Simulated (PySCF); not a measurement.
# GaH3F− ([GaFH3]-): levels of theory compared

We compute a comparison of 3 runs (PBE/STO-6G, SVWN5/STO-6G, BCCD(T)/STO-6G) of GaH3F− ([GaFH3]-). Input form: a Python script.

Program for the calculation: PySCF 2.14.0.

7 further runs of the same task are left out: 3 that didn't finish, 4 set aside as unsound or not needed.

## (1) Starting point

The species is GaH3F− (5 atoms), meant as a singlet with charge -1. SMILES: `[H][Ga-]([H])([H])[F]`. The shape comes from GFN2-xTB, which is rough for such elements, and wasn't checked as a minimum.

Bond lengths: Ga1–F2 1.780 Å, Ga1–H3 1.555 Å, Ga1–H4 1.553 Å, Ga1–H5 1.555 Å. Angles: F2–Ga1–H3 106.3°, F2–Ga1–H4 106.5°, F2–Ga1–H5 106.5°, H3–Ga1–H4 112.2°, H3–Ga1–H5 112.4°, H4–Ga1–H5 112.4°.

## (2) A single-point energy at PBE/STO-6G (run 1)

calc.py reads:

```python
# [GaFH3]-
from pyscf import gto, dft

mol = gto.M(
    atom='''
Ga    -0.003080     0.001795    -0.174025
F      0.022847    -0.035678     3.188818
H      2.810098     0.022110    -1.020547
H     -1.420469     2.445759    -0.971659
H     -1.409396    -2.433986    -1.022569
''',
    verbose=3,
    charge=-1,
    max_memory=1860,
    unit='bohr',
    basis='sto-6g',
)

mf = dft.RKS(mol)
mf.xc = 'pbe'
mf.conv_tol = 1e-10
mf.grids.level = 5
mf.kernel()
if not mf.converged:
    mf = mf.newton().run(mf.mo_coeff, mf.mo_occ)

etot = mf.e_tot
print('E = %.10f Eh' % etot)
```

Run with:

```bash
$ OMP_NUM_THREADS=1 python calc.py
```

The program printed:

```text
converged SCF energy = -2014.65410331519
E = -2014.6541033152 Eh
```

Wall time 4.5 s (1 thread of Arm Neoverse V2, shared host); peak memory 0.23 GiB.

## (3) The energy at SVWN5/STO-6G (run 2)

run.py reads:

```python
from pyscf import gto, dft

system = gto.Mole()
system.atom = '''
Ga    -0.001630     0.000950    -0.092090
F      0.012090    -0.018880     1.687450
H      1.487040     0.011700    -0.540050
H     -0.751680     1.294240    -0.514180
H     -0.745820    -1.288010    -0.541120
'''
system.verbose = 4
system.charge = -1
system.max_memory = 1860
system.basis = 'sto-6g'
system.build()

mf = dft.RKS(system)
mf.xc = 'svwn'
mf.grids.level = 5
mf.conv_tol = 1e-10
mf.kernel()
if not mf.converged:
    mf = mf.newton().run(mf.mo_coeff, mf.mo_occ)

etot = mf.e_tot
print('E(%s) = %.9f' % ('SVWN5', etot))
```

Run with:

```bash
$ OMP_NUM_THREADS=1 python run.py
```

The program printed:

```text
PySCF version 2.14.0

[INPUT] num. atoms = 5
[INPUT] num. electrons = 44
[INPUT] charge = -1
[INPUT] spin (= nelec alpha-beta = 2S) = 0
[INPUT] symmetry False subgroup None
[INPUT] Mole.unit = angstrom
[INPUT] Symbol           X                Y                Z      unit          X                Y                Z       unit  Magmom
[INPUT]  1 Ga    -0.001630000000   0.000950000000  -0.092090000000 AA   -0.003080253583   0.001795239818  -0.174024878811 Bohr   0.0
[INPUT]  2 F      0.012090000000  -0.018880000000   1.687450000000 AA    0.022846788846  -0.035678029232   3.188818348897 Bohr   0.0
[INPUT]  3 H      1.487040000000   0.011700000000  -0.540050000000 AA    2.810098336273   0.022109795657  -1.020546593571 Bohr   0.0
[INPUT]  4 H     -0.751680000000   1.294240000000  -0.514180000000 AA   -1.420469333313   2.445759139457  -0.971659378729 Bohr   0.0
[INPUT]  5 H     -0.745820000000  -1.288010000000  -0.541120000000 AA   -1.409395538223  -2.433986145701  -1.022568600525 Bohr   0.0

nuclear repulsion = 120.580453417504
number of shells = 14
number of NR pGTOs = 156
number of NR cGTOs = 26
basis = sto-6g
ecp = {}

******** <class 'pyscf.dft.rks.RKS'> ********
method = RKS
initial guess = minao
damping factor = 0
level_shift factor = 0
DIIS = <class 'pyscf.scf.diis.CDIIS'>
diis_start_cycle = 1
diis_space = 8
diis_damp = 0
SCF conv_tol = 1e-10
SCF conv_tol_grad = None
SCF max_cycles = 50
direct_scf = True
direct_scf_tol = 1e-13
XC library pyscf.dft.libxc version 7.0.0
    S. Lehtola, C. Steigemann, M. J.T. Oliveira, and M. A.L. Marques.,  SoftwareX 7, 1–5 (2018)
XC functionals = svwn
    P. A. M. Dirac.,  Math. Proc. Cambridge Philos. Soc. 26, 376 (1930)
    F. Bloch.,  Z. Phys. 57, 545 (1929)
    S. H. Vosko, L. Wilk, and M. Nusair.,  Can. J. Phys. 58, 1200 (1980)
radial grids:
    Treutler-Ahlrichs [JCP 102, 346 (1995); DOI:10.1063/1.469408] (M4) radial grids

becke partition: Becke, JCP 88, 2547 (1988); DOI:10.1063/1.454033
pruning grids: <function nwchem_prune>
grids dens level: 5
symmetrized grids: False
atomic radii adjust function: <function treutler_atomic_radii_adjust>
small_rho_cutoff = 0
Set gradient conv threshold to 1e-05
Initial guess from minao.
tot grids = 159776
init E= -2009.46626887089
  HOMO = -0.435545107117269  LUMO = -0.21213025402376  gap/eV = 6.07943
cycle= 1 E= -2010.96288763469  delta_E= -1.5  |g|= 0.53  |ddm|= 2.46

WARN: HOMO 0.758700122552438 == LUMO 0.758707979476337

cycle= 2 E= -1991.291258871  delta_E= 19.7  |g|= 6.69  |ddm|= 10.6
  HOMO = 0.421462204100061  LUMO = 0.535973688333478  gap/eV = 3.11602
cycle= 3 E= -2010.88755445325  delta_E= -19.6  |g|= 0.813  |ddm|=  9.5
  HOMO = 0.415596066939756  LUMO = 0.482300285185861  gap/eV = 1.81511
cycle= 4 E= -2011.04756105157  delta_E= -0.16  |g|= 0.54  |ddm|= 1.42
  HOMO = 0.428122566322541  LUMO = 0.485070072433326  gap/eV = 1.54962
cycle= 5 E= -2011.00599236313  delta_E= 0.0416  |g|= 0.685  |ddm|= 0.198
  HOMO = 0.393954791253706  LUMO = 0.475512929601857  gap/eV = 2.21931
cycle= 6 E= -2011.10835628091  delta_E= -0.102  |g|= 0.242  |ddm|= 0.566
  HOMO = 0.358052569941565  LUMO = 0.464435267637651  gap/eV = 2.89482
cycle= 7 E= -2011.12576564994  delta_E= -0.0174  |g|= 0.0182  |ddm|=  0.4
  HOMO = 0.360774090721882  LUMO = 0.464261957805825  gap/eV = 2.81605
cycle= 8 E= -2011.12586262202  delta_E= -9.7e-05  |g|= 0.00684  |ddm|= 0.0378
  HOMO = 0.359872595894459  LUMO = 0.464038393860311  gap/eV = 2.83450
cycle= 9 E= -2011.12587815105  delta_E= -1.55e-05  |g|= 0.000277  |ddm|= 0.0108
  HOMO = 0.35981394957843  LUMO = 0.464043820867828  gap/eV = 2.83624
cycle= 10 E= -2011.12587817654  delta_E= -2.55e-08  |g|= 0.000101  |ddm|= 0.000725
  HOMO = 0.359828943460427  LUMO = 0.464046637135498  gap/eV = 2.83591
cycle= 11 E= -2011.12587818019  delta_E= -3.65e-09  |g|= 2.55e-06  |ddm|= 0.000189
  HOMO = 0.359828448963142  LUMO = 0.464046628262401  gap/eV = 2.83592
cycle= 12 E= -2011.1258781802  delta_E= -7.73e-12  |g|= 7.66e-07  |ddm|= 7.08e-06
  HOMO = 0.359829067069957  LUMO = 0.464046741198945  gap/eV = 2.83591
Extra cycle  E= -2011.1258781802  delta_E= 5.46e-12  |g|= 3.64e-06  |ddm|= 7.38e-06
converged SCF energy = -2011.1258781802
E(SVWN5) = -2011.125878180
```

It took 3 s on 1 thread of Arm Neoverse V2, shared host; peak memory 0.15 GiB.

## (4) The energy at BCCD(T)/STO-6G (run 3)

calc.py reads:

```python
from pyscf import gto, cc
from pyscf.cc.bccd import bccd_kernel_

mol = gto.M(
    atom='''
Ga    -0.003080     0.001795    -0.174025
F      0.022847    -0.035678     3.188818
H      2.810098     0.022110    -1.020547
H     -1.420469     2.445759    -0.971659
H     -1.409396    -2.433986    -1.022569
''',
    max_memory=1860,
    unit='bohr',
    basis='sto-6g',
    verbose=4,
    charge=-1,
)

mf = mol.RHF()
mf.conv_tol = 1e-10
mf.kernel()
if not mf.converged:
    mf = mf.newton().run(mf.mo_coeff, mf.mo_occ)

mycc = cc.CCSD(mf, frozen=10).run()
mycc = bccd_kernel_(mycc, diis=True)
e_t = mycc.ccsd_t()
e_final = mycc.e_tot + e_t
print('Final energy', e_final)
```

Run with:

```bash
$ OMP_NUM_THREADS=1 python calc.py
```

The program printed:

```text
PySCF version 2.14.0

[INPUT] num. atoms = 5
[INPUT] num. electrons = 44
[INPUT] charge = -1
[INPUT] spin (= nelec alpha-beta = 2S) = 0
[INPUT] symmetry False subgroup None
[INPUT] Mole.unit = bohr
[INPUT] Symbol           X                Y                Z      unit          X                Y                Z       unit  Magmom
[INPUT]  1 Ga    -0.001629865810   0.000949873094  -0.092090064130 AA   -0.003080000000   0.001795000000  -0.174025000000 Bohr   0.0
[INPUT]  2 F      0.012090111738  -0.018879984531   1.687449815371 AA    0.022847000000  -0.035678000000   3.188818000000 Bohr   0.0
[INPUT]  3 H      1.487039822052   0.011700108133  -0.540050215073 AA    2.810098000000   0.022110000000  -1.020547000000 Bohr   0.0
[INPUT]  4 H     -0.751679823618   1.294239926202  -0.514179799585 AA   -1.420469000000   2.445759000000  -0.971659000000 Bohr   0.0
[INPUT]  5 H     -0.745820244362  -1.288009922898  -0.541120211393 AA   -1.409396000000  -2.433986000000  -1.022569000000 Bohr   0.0

[... 48 lines left out ...]
converged SCF energy = -2013.25758230167
[... 12 lines left out ...]
Init t2, MP2 energy = -2013.32231374357  E_corr(MP2) -0.0647314419032249
[... 14 lines left out ...]
CCSD converged
[... 27 lines left out ...]
CCSD converged
[... 27 lines left out ...]
CCSD converged
[... 23 lines left out ...]
CCSD converged
[... 19 lines left out ...]
CCSD converged
[... 3 lines left out ...]
******** <class 'pyscf.cc.ccsd.CCSD'> ********
CC2 = 0
CCSD nocc = 12, nmo = 16
frozen orbitals 10
max_cycle = 50
direct = 0
conv_tol = 1e-07
conv_tol_normt = 1e-05
diis_space = 6
diis_start_cycle = 0
diis_start_energy_diff = 1e+09
Init E_corr(CCSD) = -0.0953833537877005
cycle = 1  E_corr(CCSD) = -0.0953834867540249  dE = -1.32966324e-07  norm(t1,t2) = 1.22763e-05
cycle = 2  E_corr(CCSD) = -0.0953835097307042  dE = -2.29766793e-08  norm(t1,t2) = 4.46211e-06
CCSD converged
E(CCSD) = -2013.342718201516  E_corr = -0.09538350973070416
BCC iter:    4  E:   -2013.342718201516  dE:    1.204e-07  |t1|:    2.808e-06
CCSD(T) correction = -0.0105784628560642
Final energy -2013.3532966643713
```

It took 1.5 s on 1 thread of Arm Neoverse V2, shared host; peak memory 0.12 GiB.

## (5) Overview of the runs

```
run           level  integration grid  frozen core orbitals   energy (Eh)  HOMO energy (eV)  LUMO energy (eV)  HOMO–LUMO gap (eV)  wall time
  1      PBE/STO-6G                 5                     –  -2014.654103              9.74             12.76                3.02      4.5 s
  2    SVWN5/STO-6G                 5                     –  -2011.125878              9.79             12.63                2.84        3 s
  3  BCCD(T)/STO-6G                 –                    10  -2013.353297                 –                 –                   –      1.5 s
```

## (6) Outcome

| quantity | value |
| --- | --- |
| run 3: total energy | -2013.35330 Eh |
| run 3: correlation energy (10 core orbitals frozen) | -95.7 mEh |
| run 3: (T) correction | -10.58 mEh |

Totals of different functionals can't be ranked against each other. In runs 1, 2 the HOMO lies above zero, so the outermost electron may be held by the basis alone. In runs 1, 2, 3 the basis is minimal, so the values are rough. All runs together took 9 s, the longest 4.5 s.
